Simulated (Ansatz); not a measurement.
# BrH4Si: the cost of one run

The runs use Ansatz 0.2.0, Gaussian basis; cc-pVDZ, all electrons in the functionals, frozen cores in the correlation of double hybrids and RPA.

To be run: wB97M-V, B2PLYP, RPA-PBE, at 1.421 Å; 1.485 Å; 1.614 Å; 1.743 Å; 1.872 Å.

## (1) What is computed

The geometry derives from fragments relaxed apart (PBE0/def2-TZVP) and kept rigid, so it is no stationary point. A hydrogen atom is moved between rigid fragments. No spin-orbit coupling is included. The filled d shell of Br may be among the frozen orbitals whatever the setting's name suggests; the logs give the count.

6 atoms, charge 0, spin multiplicity 2.

Atoms are counted from 1 here; the program's logs count them from 0.

Bond lengths: Br1–H2 1.421 Å, Si3–H4 1.486 Å, Si3–H5 1.486 Å, Si3–H6 1.486 Å. Angles: H4–Si3–H5 111.3°, H4–Si3–H6 111.3°, H5–Si3–H6 111.3°.

Geometry (Å):

```xyz
6
BrH4Si
Br   -0.9447    0.0000    0.0000
H     0.4759    0.0000    0.0000
Si    2.3673    0.0000    0.0000
H     2.8173   -1.4163    0.0000
H     2.8173    0.7081   -1.2265
H     2.8173    0.7081    1.2265
```

No dispersion term is added; wB97M-V holds VV10 nonlocal correlation.

The geometry shown and the zero of energy belong to the point 1.421 Å. The yardstick, UCCSDT(Q), and other wave-function levels (R restricted, U unrestricted, valence and pair active spaces) come from earlier runs.

## (2) wB97M-V, 1.421 Å

Input file in.yaml:

```yaml
crystal:
  periodic: [false, false, false]
  atoms:
    - {symbol: Br, position_ang: [-0.944701, 0.000000, 0.000000]}
    - {symbol: H, position_ang: [0.475899, 0.000000, 0.000000]}
    - {symbol: Si, position_ang: [2.367299, 0.000000, 0.000001]}
    - {symbol: H, position_ang: [2.817273, -1.416254, 0.000001]}
    - {symbol: H, position_ang: [2.817273, 0.708126, -1.226510]}
    - {symbol: H, position_ang: [2.817273, 0.708126, 1.226512]}
basis:
  gaussian: {orbitals: cc-pVDZ}
magnetization: {spin_polarized: true, initial_magnetization: 1}
hamiltonian: {xc: {name: wB97M-V}}
output: {forces: true, orbitals: {seedname: orbitals}}
```

The run is started by

```
> ansatz run in.yaml --threads 1 --pin off --events-out ev --progress --plain --max-ram 2816MiB --backend cpu
```

Q: Estimate wall time and peak memory on 1 thread of AMD EPYC 7R13, shared host.

About 11 s, with a peak of 0.34 GiB.
